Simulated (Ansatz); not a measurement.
# C3H9ClO2SeSi: how energies converge with the basis set

The task here is to estimate one member of a computed series from the others.

Method: one geometry, several basis sets; program: Ansatz 0.2.0, Gaussian basis.

Levels to be run: PBE0-D4/def2-SVP; ωB97M-V/def2-SVP; PBE0-D4/def2-QZVPP; ωB97M-V/def2-QZVPP; the functionals' def2-TZVPP values are taken from earlier runs.

1 further run of the same task is left out (it didn't finish).

## The geometry

An earlier PBE0-D4 in a triple-zeta def2 set relaxation fixed the geometry.

SMILES `CO[Si](Cl)(OC)[Se]C`, 17 atoms, charge 0, spin multiplicity 1.

Atoms are counted from 1 here; the program's logs count them from 0.

Bond lengths: C1–O2 1.415 Å, C1–H9 1.094 Å, C1–H10 1.095 Å, C1–H11 1.091 Å, O2–Si3 1.629 Å, Si3–Cl4 2.050 Å, Si3–O5 1.621 Å, Si3–Se7 2.245 Å, O5–C6 1.414 Å, C6–H12 1.090 Å, C6–H13 1.093 Å, C6–H14 1.094 Å, Se7–C8 1.960 Å, C8–H15 1.088 Å, C8–H16 1.088 Å, C8–H17 1.088 Å. Angles: O2–C1–H9 111.0°, O2–C1–H10 111.3°, O2–C1–H11 107.9°, H9–C1–H10 108.6°, H9–C1–H11 108.9°, H10–C1–H11 109.2°, C1–O2–Si3 123.6°, O2–Si3–Cl4 102.8°, O2–Si3–O5 113.7°, O2–Si3–Se7 112.8°, Cl4–Si3–O5 110.7°, Cl4–Si3–Se7 112.7°, O5–Si3–Se7 104.4°, Si3–O5–C6 125.8°, O5–C6–H12 107.8°, O5–C6–H13 110.9°, O5–C6–H14 111.3°, H12–C6–H13 109.0° and more.

Set-up of the first run:

in.yaml

```yaml
crystal:
  periodic: [false, false, false]
  atoms:
    - {symbol: C, position_ang: [0.022535, 2.026420, -0.491235]}
    - {symbol: O, position_ang: [-0.331929, 1.040871, 0.459791]}
    - {symbol: Si, position_ang: [0.065199, -0.532620, 0.319833]}
    - {symbol: Cl, position_ang: [-0.797034, -1.367151, 1.981446]}
    - {symbol: O, position_ang: [1.663803, -0.802765, 0.306985]}
    - {symbol: C, position_ang: [2.554204, -0.548112, 1.375492]}
    - {symbol: Se, position_ang: [-0.671860, -1.448623, -1.593010]}
    - {symbol: C, position_ang: [-2.556841, -1.002675, -1.293165]}
    - {symbol: H, position_ang: [1.090425, 2.257453, -0.435935]}
    - {symbol: H, position_ang: [-0.211435, 1.699411, -1.509554]}
    - {symbol: H, position_ang: [-0.546132, 2.929078, -0.265162]}
    - {symbol: H, position_ang: [3.559615, -0.802747, 1.039855]}
    - {symbol: H, position_ang: [2.303345, -1.160225, 2.245996]}
    - {symbol: H, position_ang: [2.533519, 0.506196, 1.667232]}
    - {symbol: H, position_ang: [-2.927122, -1.531364, -0.417844]}
    - {symbol: H, position_ang: [-3.092050, -1.334721, -2.180519]}
    - {symbol: H, position_ang: [-2.677241, 0.071173, -1.170004]}
basis:
  gaussian: {orbitals: def2-SVP}
hamiltonian: {xc: pbe0, dispersion: d4}
output: {orbitals: {seedname: orbitals}}
```

Among the steps run: PBE0-D4 in def2-SVP; ωB97M-V in def2-SVP; PBE0-D4 in def2-QZVPP; ωB97M-V in def2-QZVPP.

One of the session's tables, all rows but one given; the rest of the session is left out.

It belongs to the step «Functionals by basis». 

```
functional       basis  HOMO (eV)  LUMO (eV)
   PBE0-D4    def2-SVP          ?          ?
   PBE0-D4  def2-TZVPP      -6.74      -0.02
   PBE0-D4  def2-QZVPP      -6.76      -0.17
   ωB97M-V    def2-SVP      -8.78       2.33
   ωB97M-V  def2-TZVPP      -8.90       1.82
   ωB97M-V  def2-QZVPP      -8.93       1.42
```

Q: Estimate the row for PBE0-D4, def2-SVP from the others.

The run gave: HOMO (eV): -6.64; LUMO (eV): 0.31. In the column «HOMO (eV)» it is the highest.
